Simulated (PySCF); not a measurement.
# C3H2F4Si: the cost of one run

Programs: PySCF 2.14.0, with density-fitted response routines of our own. Each step states its level of theory. These are calculated values for one molecule in the gas phase, unless marked as measured. Atoms count from 0, in the outputs and in this text.

### Step 1. Starting geometry

10 atoms, charge 0, multiplicity 1; geometry from: PBE0-D3(BJ)/def2-SVP.

Bonds of the start (Å): C0–C1 1.22, C1–Si2 1.81, Si2–F3 1.62, Si2–C4 1.92, C4–F5 1.34, C4–F6 1.34, C4–F7 1.34, C0–H8 1.08, Si2–H9 1.48.

### Step 2. Core holes by ΔSCF: SCAN, X2C

The job: settings as JSON, then the geometry in Å.

```
{"job": {"kind": "xps"}, "charge": 0, "multiplicity": 1}
C      2.629613    -0.193686     0.197975
C      1.486628     0.221524     0.207168
Si    -0.228389     0.811931     0.235471
F     -0.428735     2.014941    -0.826814
C     -1.377912    -0.622855    -0.331027
F     -2.657753    -0.227405    -0.370437
F     -1.300273    -1.647277     0.531601
F     -1.060365    -1.087658    -1.542881
H      3.641466    -0.560926     0.188283
H     -0.653497     1.270714     1.576261
```

Level: delta-SCF UKS SCAN, pcX-2 on the ionised atom, pcseg-1 elsewhere, spin-free X2C.

Command:

```
$ OMP_NUM_THREADS=1 python probes_run.py task.json out
```

The driver reads the jobs from task.json and runs them one after another.

**Question.** How long does this first job take on 1 thread of Arm Neoverse V1, shared host, and how much memory does it need?

About 51 s, with a peak of 0.54 GiB.
